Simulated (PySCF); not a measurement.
**A gas-phase reaction: ClH3SSi + H2 → ClH3Si + H2S**

Aim: the reaction energy of `S[SiH2]Cl` + `[H][H]` → `[SiH3]Cl` + `S`.

Programs: PySCF 2.14.0. All values are calculated, for the isolated system unless a continuum is named. Atoms count from 0, parts from 1.

## Step 1: Starting point

Each species was relaxed by itself at PBE0-D3(BJ)/def2-SVPD.

## Step 2: Reaction energy: wB97M-D3(BJ)/def2-TZVPD

The job: settings as JSON, then the geometry in Å.

```
{"job": {"kind": "react", "xc": "wB97M-D3(BJ)", "basis": "def2-TZVPD"}, "charge": 0, "multiplicity": 1}
-1 ClH3SSi charge 0 multiplicity 1
S      1.467230    -0.211830    -0.539760
Si    -0.590940    -0.061660     0.013100
Cl    -1.264950     1.906530     0.019240
H      1.930090     0.324580     0.612600
H     -0.820120    -0.589040     1.381820
H     -1.343010    -0.806000    -1.026950

-1 H2 charge 0 multiplicity 1
H      0.380050     0.013810    -0.001570
H     -0.380050    -0.013810     0.001570

+1 ClH3Si charge 0 multiplicity 1
Si     0.087420    -0.139320    -0.038150
Cl    -1.616690     0.047730    -1.221310
H      0.975050    -1.151400    -0.669310
H     -0.340050    -0.579160     1.316260
H      0.754680     1.188080     0.021350

+1 H2S charge 0 multiplicity 1
S     -0.006890     0.615440    -0.004110
H     -0.981280    -0.318900     0.000230
H      0.968500    -0.317820     0.005280
```

With the program's defaults for keys left out, this is: wB97M-D3(BJ)/def2-TZVPD reaction energy of separated species, gas phase.

Launch:

```
$ OMP_NUM_THREADS=1 python cluster_run.py task.json out
```

The driver reads the jobs from task.json and runs them one after another.

Standard output:

```text
species 1 (ClH3SSi)
coarse grid: 26464 points
cycle   1  E = -1149.8925828922  dE =  5.710e-02  |g| = 3.613e-01  |ddm| = 1.804e+00
cycle   2  E = -1149.9157989069  dE = -2.322e-02  |g| = 2.885e-01  |ddm| = 5.548e-01
cycle   3  E = -1149.9359903598  dE = -2.019e-02  |g| = 2.359e-02  |ddm| = 2.484e-01
cycle   4  E = -1149.9361767520  dE = -1.864e-04  |g| = 6.846e-03  |ddm| = 3.159e-02
cycle   5  E = -1149.9362044667  dE = -2.771e-05  |g| = 2.535e-03  |ddm| = 1.404e-02
cycle   6  E = -1149.9362073680  dE = -2.901e-06  |g| = 5.877e-04  |ddm| = 3.770e-03
final grid: 51536 points
cycle   7  E = -1149.9361475485  dE = -2.161e-07  |g| = 3.374e-04  |ddm| = 1.856e-03
cycle   8  E = -1149.9361475846  dE = -3.615e-08  |g| = 2.072e-04  |ddm| = 5.608e-04
cycle   9  E = -1149.9361475968  dE = -1.216e-08  |g| = 4.314e-05  |ddm| = 1.925e-04
cycle  10  E = -1149.9361475988  dE = -2.050e-09  |g| = 1.655e-05  |ddm| = 1.392e-04
cycle  11  E = -1149.9361475989  dE = -1.139e-10  |g| = 2.765e-06  |ddm| = 2.594e-05
converged SCF energy = -1149.9361475989

species 2 (H2)
coarse grid: 4944 points
cycle   1  E = -1.1694182511  dE = -2.751e-01  |g| = 9.865e-03  |ddm| = 4.504e-01
cycle   2  E = -1.1694524952  dE = -3.424e-05  |g| = 1.161e-03  |ddm| = 9.676e-03
cycle   3  E = -1.1694531774  dE = -6.822e-07  |g| = 1.815e-04  |ddm| = 1.918e-03
final grid: 10744 points
cycle   4  E = -1.1694518935  dE = -2.404e-08  |g| = 4.112e-05  |ddm| = 3.869e-04
cycle   5  E = -1.1694518948  dE = -1.269e-09  |g| = 9.624e-06  |ddm| = 9.171e-05
cycle   6  E = -1.1694518949  dE = -7.521e-11  |g| = 3.020e-07  |ddm| = 2.871e-05
converged SCF energy = -1.1694518949

species 3 (ClH3Si)
coarse grid: 20144 points
cycle   1  E = -751.6190317747  dE = -1.337e-01  |g| = 2.750e-01  |ddm| = 1.536e+00
cycle   2  E = -751.6337565704  dE = -1.472e-02  |g| = 2.068e-01  |ddm| = 4.378e-01
cycle   3  E = -751.6434598156  dE = -9.703e-03  |g| = 1.659e-02  |ddm| = 1.790e-01
cycle   4  E = -751.6435384144  dE = -7.860e-05  |g| = 4.470e-03  |ddm| = 2.231e-02
cycle   5  E = -751.6435481101  dE = -9.696e-06  |g| = 1.073e-03  |ddm| = 9.621e-03
final grid: 39792 points
cycle   6  E = -751.6435011959  dE = -3.409e-07  |g| = 6.118e-04  |ddm| = 2.078e-03
cycle   7  E = -751.6435012535  dE = -5.757e-08  |g| = 4.020e-04  |ddm| = 8.844e-04
cycle   8  E = -751.6435012809  dE = -2.743e-08  |g| = 4.054e-05  |ddm| = 3.618e-04
cycle   9  E = -751.6435012821  dE = -1.214e-09  |g| = 1.636e-05  |ddm| = 7.360e-05
cycle  10  E = -751.6435012823  dE = -1.255e-10  |g| = 2.440e-06  |ddm| = 2.993e-05
converged SCF energy = -751.6435012823

species 4 (H2S)
coarse grid: 11264 points
cycle   1  E = -399.4336010640  dE = -1.424e-01  |g| = 1.945e-01  |ddm| = 1.016e+00
cycle   2  E = -399.4459451938  dE = -1.234e-02  |g| = 1.106e-01  |ddm| = 2.399e-01
cycle   3  E = -399.4491446017  dE = -3.199e-03  |g| = 1.578e-02  |ddm| = 9.278e-02
cycle   4  E = -399.4492189440  dE = -7.434e-05  |g| = 4.851e-03  |ddm| = 1.790e-02
cycle   5  E = -399.4492311814  dE = -1.224e-05  |g| = 9.336e-04  |ddm| = 7.536e-03
cycle   6  E = -399.4492319126  dE = -7.312e-07  |g| = 1.776e-04  |ddm| = 2.124e-03
final grid: 22496 points
cycle   7  E = -399.4492195159  dE = -2.322e-08  |g| = 1.134e-04  |ddm| = 6.061e-04
cycle   8  E = -399.4492195189  dE = -2.971e-09  |g| = 6.804e-05  |ddm| = 1.498e-04
cycle   9  E = -399.4492195196  dE = -7.683e-10  |g| = 8.728e-06  |ddm| = 5.990e-05
converged SCF energy = -399.4492195196

Reaction energy = 9.040 kcal/mol
```

Run time: 14 s. Hardware: 1 thread of Intel Xeon Platinum 8259CL at 2.50GHz, shared host; peak memory 0.59 GiB.

Species by species (with the dispersion term, which the log's SCF energies lack):

```csv
ν,species,energy (Eh),HOMO (eV)
-1,S[SiH2]Cl,-1149.94267,-10.21
-1,[H][H],-1.16967,-14.48
+1,[SiH3]Cl,-751.64737,-11.36
+1,S,-399.45056,-9.89
```

## Step 3: Reaction energy: PBE0-D3(BJ)/def2-TZVPD

Settings changed since step 2:

```diff
@@ -1,2 +1,2 @@
-{"job": {"kind": "react", "xc": "wB97M-D3(BJ)", "basis": "def2-TZVPD"}, "charge": 0, "multiplicity": 1}
+{"job": {"kind": "react", "xc": "PBE0", "basis": "def2-TZVPD", "disp": "d3bj"}, "charge": 0, "multiplicity": 1}
 -1 ClH3SSi charge 0 multiplicity 1
```

Level: PBE0-D3(BJ)/def2-TZVPD reaction energy of separated species, gas phase.

Standard output:

```text
species 1 (ClH3SSi)
coarse grid: 6736 points
cycle   1  E = -1149.3631427155  dE =  7.011e-02  |g| = 2.905e-01  |ddm| = 1.807e+00
cycle   2  E = -1149.3575841485  dE =  5.559e-03  |g| = 3.314e-01  |ddm| = 5.594e-01
cycle   3  E = -1149.3862227591  dE = -2.864e-02  |g| = 3.690e-02  |ddm| = 2.995e-01
cycle   4  E = -1149.3864895850  dE = -2.668e-04  |g| = 1.398e-02  |ddm| = 3.293e-02
cycle   5  E = -1149.3865444193  dE = -5.483e-05  |g| = 2.579e-03  |ddm| = 1.300e-02
cycle   6  E = -1149.3865460205  dE = -1.601e-06  |g| = 8.128e-04  |ddm| = 2.651e-03
final grid: 51536 points
cycle   7  E = -1149.3884319782  dE = -1.341e-05  |g| = 5.208e-03  |ddm| = 2.479e-02
cycle   8  E = -1149.3884312780  dE =  7.002e-07  |g| = 4.723e-03  |ddm| = 8.211e-03
cycle   9  E = -1149.3884360564  dE = -4.778e-06  |g| = 4.913e-04  |ddm| = 4.774e-03
cycle  10  E = -1149.3884361361  dE = -7.970e-08  |g| = 8.031e-05  |ddm| = 4.922e-04
cycle  11  E = -1149.3884361378  dE = -1.745e-09  |g| = 2.287e-05  |ddm| = 7.450e-05
cycle  12  E = -1149.3884361380  dE = -1.260e-10  |g| = 8.827e-06  |ddm| = 2.282e-05
converged SCF energy = -1149.3884361380

species 2 (H2)
coarse grid: 1240 points
cycle   1  E = -1.1670621541  dE = -2.327e-01  |g| = 2.266e-02  |ddm| = 4.588e-01
cycle   2  E = -1.1672495879  dE = -1.874e-04  |g| = 3.233e-03  |ddm| = 1.896e-02
cycle   3  E = -1.1672540437  dE = -4.456e-06  |g| = 9.769e-05  |ddm| = 2.761e-03
final grid: 10744 points
cycle   4  E = -1.1681370316  dE = -1.927e-06  |g| = 2.737e-04  |ddm| = 1.568e-03
cycle   5  E = -1.1681370599  dE = -2.823e-08  |g| = 3.986e-05  |ddm| = 2.445e-04
cycle   6  E = -1.1681370605  dE = -6.308e-10  |g| = 1.258e-06  |ddm| = 3.100e-05
converged SCF energy = -1.1681370605

species 3 (ClH3Si)
coarse grid: 5112 points
cycle   1  E = -751.2656773944  dE = -1.061e-01  |g| = 2.254e-01  |ddm| = 1.494e+00
cycle   2  E = -751.2633594129  dE =  2.318e-03  |g| = 2.473e-01  |ddm| = 4.294e-01
cycle   3  E = -751.2788466043  dE = -1.549e-02  |g| = 2.272e-02  |ddm| = 2.172e-01
cycle   4  E = -751.2789234708  dE = -7.687e-05  |g| = 5.738e-03  |ddm| = 1.336e-02
cycle   5  E = -751.2789304041  dE = -6.933e-06  |g| = 1.809e-03  |ddm| = 5.390e-03
final grid: 39792 points
cycle   6  E = -751.2792402505  dE = -8.159e-06  |g| = 2.995e-03  |ddm| = 1.330e-02
cycle   7  E = -751.2792397191  dE =  5.314e-07  |g| = 3.026e-03  |ddm| = 4.101e-03
cycle   8  E = -751.2792418529  dE = -2.134e-06  |g| = 2.256e-04  |ddm| = 2.407e-03
cycle   9  E = -751.2792418694  dE = -1.644e-08  |g| = 2.372e-05  |ddm| = 2.074e-04
cycle  10  E = -751.2792418695  dE = -1.382e-10  |g| = 1.124e-05  |ddm| = 3.006e-05
converged SCF energy = -751.2792418695

species 4 (H2S)
coarse grid: 2864 points
cycle   1  E = -399.2518630759  dE = -9.251e-02  |g| = 1.630e-01  |ddm| = 1.023e+00
cycle   2  E = -399.2538572335  dE = -1.994e-03  |g| = 1.600e-01  |ddm| = 2.978e-01
cycle   3  E = -399.2614716659  dE = -7.614e-03  |g| = 1.497e-02  |ddm| = 1.477e-01
cycle   4  E = -399.2614862780  dE = -1.461e-05  |g| = 1.103e-03  |ddm| = 5.881e-03
cycle   5  E = -399.2614866583  dE = -3.804e-07  |g| = 6.136e-04  |ddm| = 1.717e-03
final grid: 22496 points
cycle   6  E = -399.2625174105  dE = -7.085e-06  |g| = 4.896e-03  |ddm| = 1.692e-02
cycle   7  E = -399.2625180432  dE = -6.327e-07  |g| = 3.960e-03  |ddm| = 6.698e-03
cycle   8  E = -399.2625209757  dE = -2.933e-06  |g| = 2.911e-04  |ddm| = 3.504e-03
cycle   9  E = -399.2625210035  dE = -2.777e-08  |g| = 3.582e-05  |ddm| = 2.357e-04
cycle  10  E = -399.2625210038  dE = -3.626e-10  |g| = 6.382e-06  |ddm| = 2.919e-05
converged SCF energy = -399.2625210038

Reaction energy = 10.445 kcal/mol
```

Run time: 9 s. Hardware: 1 thread of Intel Xeon Platinum 8259CL at 2.50GHz, shared host; peak memory 0.57 GiB.

Reaction energy at this level: 10.45 kcal/mol.

## Step 4: Reaction energy: MP2/def2-TZVPD

Settings changed since step 3:

```diff
@@ -1,2 +1,2 @@
-{"job": {"kind": "react", "xc": "PBE0", "basis": "def2-TZVPD", "disp": "d3bj"}, "charge": 0, "multiplicity": 1}
+{"job": {"kind": "react", "xc": "MP2", "basis": "def2-TZVPD"}, "charge": 0, "multiplicity": 1}
 -1 ClH3SSi charge 0 multiplicity 1
```

Method: MP2/def2-TZVPD reaction energy of separated species, gas phase.

Standard output:

```text
species 1 (ClH3SSi)
final grid: 51536 points
cycle   1  E = -1147.7748520981  dE =  3.939e-02  |g| = 3.688e-01  |ddm| = 1.769e+00
cycle   2  E = -1147.8195726510  dE = -4.472e-02  |g| = 1.754e-01  |ddm| = 4.440e-01
cycle   3  E = -1147.8281006939  dE = -8.528e-03  |g| = 3.737e-02  |ddm| = 1.720e-01
cycle   4  E = -1147.8289105575  dE = -8.099e-04  |g| = 9.556e-03  |ddm| = 5.388e-02
cycle   5  E = -1147.8289751716  dE = -6.461e-05  |g| = 2.720e-03  |ddm| = 1.550e-02
cycle   6  E = -1147.8289814092  dE = -6.238e-06  |g| = 8.665e-04  |ddm| = 4.855e-03
cycle   7  E = -1147.8289820149  dE = -6.057e-07  |g| = 2.067e-04  |ddm| = 1.586e-03
cycle   8  E = -1147.8289820470  dE = -3.212e-08  |g| = 4.834e-05  |ddm| = 4.196e-04
cycle   9  E = -1147.8289820490  dE = -2.013e-09  |g| = 1.588e-05  |ddm| = 1.061e-04
cycle  10  E = -1147.8289820493  dE = -2.678e-10  |g| = 5.127e-06  |ddm| = 3.664e-05
converged SCF energy = -1147.8289820493

species 2 (H2)
final grid: 10744 points
cycle   1  E = -1.1312979009  dE = -3.213e-01  |g| = 4.426e-02  |ddm| = 4.479e-01
cycle   2  E = -1.1322326859  dE = -9.348e-04  |g| = 7.183e-03  |ddm| = 3.751e-02
cycle   3  E = -1.1322673860  dE = -3.470e-05  |g| = 8.111e-04  |ddm| = 1.078e-02
cycle   4  E = -1.1322678010  dE = -4.150e-07  |g| = 2.771e-05  |ddm| = 1.627e-03
cycle   5  E = -1.1322678015  dE = -4.855e-10  |g| = 2.610e-06  |ddm| = 6.834e-05
converged SCF energy = -1.1322678015

species 3 (ClH3Si)
final grid: 39792 points
cycle   1  E = -750.2129263749  dE = -1.791e-01  |g| = 2.933e-01  |ddm| = 1.484e+00
cycle   2  E = -750.2434169586  dE = -3.049e-02  |g| = 1.231e-01  |ddm| = 3.338e-01
cycle   3  E = -750.2474653833  dE = -4.048e-03  |g| = 2.787e-02  |ddm| = 1.240e-01
cycle   4  E = -750.2478442896  dE = -3.789e-04  |g| = 5.516e-03  |ddm| = 3.660e-02
cycle   5  E = -750.2478615140  dE = -1.722e-05  |g| = 1.172e-03  |ddm| = 1.036e-02
cycle   6  E = -750.2478625837  dE = -1.070e-06  |g| = 3.552e-04  |ddm| = 2.509e-03
cycle   7  E = -750.2478626867  dE = -1.031e-07  |g| = 8.736e-05  |ddm| = 5.416e-04
cycle   8  E = -750.2478626931  dE = -6.349e-09  |g| = 2.196e-05  |ddm| = 2.162e-04
cycle   9  E = -750.2478626934  dE = -3.638e-10  |g| = 4.869e-06  |ddm| = 4.687e-05
converged SCF energy = -750.2478626934

species 4 (H2S)
final grid: 22496 points
cycle   1  E = -398.6881057354  dE = -1.695e-01  |g| = 2.014e-01  |ddm| = 9.977e-01
cycle   2  E = -398.7050958842  dE = -1.699e-02  |g| = 7.023e-02  |ddm| = 1.849e-01
cycle   3  E = -398.7068534538  dE = -1.758e-03  |g| = 2.154e-02  |ddm| = 5.635e-02
cycle   4  E = -398.7071962589  dE = -3.428e-04  |g| = 6.311e-03  |ddm| = 2.471e-02
cycle   5  E = -398.7072256732  dE = -2.941e-05  |g| = 1.395e-03  |ddm| = 9.171e-03
cycle   6  E = -398.7072271549  dE = -1.482e-06  |g| = 3.129e-04  |ddm| = 2.398e-03
cycle   7  E = -398.7072272406  dE = -8.569e-08  |g| = 5.002e-05  |ddm| = 6.832e-04
cycle   8  E = -398.7072272428  dE = -2.252e-09  |g| = 1.186e-05  |ddm| = 9.128e-05
cycle   9  E = -398.7072272430  dE = -1.253e-10  |g| = 1.951e-06  |ddm| = 2.073e-05
converged SCF energy = -398.7072272430

Reaction energy = 12.254 kcal/mol
```

It took 4.1 s on 1 thread of Intel Xeon Platinum 8259CL at 2.50GHz, shared host; peak memory 0.45 GiB.

Reaction energy at this level: 12.25 kcal/mol.

## Step 5: Comparing the runs

Energies in kcal/mol, with wall time:

```csv
run,reaction,time
wB97M-D3(BJ)/def2-TZVPD,9.04,14 s
PBE0-D3(BJ)/def2-TZVPD,10.45,9 s
MP2/def2-TZVPD,12.25,4.1 s
```

## Step 6: What came out

```
                                                quantity                   value
               reaction energy (wB97M-D3(BJ)/def2-TZVPD)           9.04 kcal/mol
                     ΔH, ΔG at 298 K (xTB thermal terms)    +10.6, +9.6 kcal/mol
range of the reaction energy over the runs of this table  9.04 to 12.25 kcal/mol
```

What this shows: The reaction is endothermic by 10.6 kcal/mol in the gas phase; dispersion gives +0.96, and xTB itself gave -2.95 for the electronic energy (xTB energies and thermal terms come from the earlier relaxation of each species, not shown). No barrier was sought. xTB and this level differ widely in the electronic energy, so what comes from xTB (the thermal terms above all) is less safe here. The reaction energy runs from 9.04 (wB97M-D3(BJ)/def2-TZVPD) to 12.25 kcal/mol (MP2/def2-TZVPD).
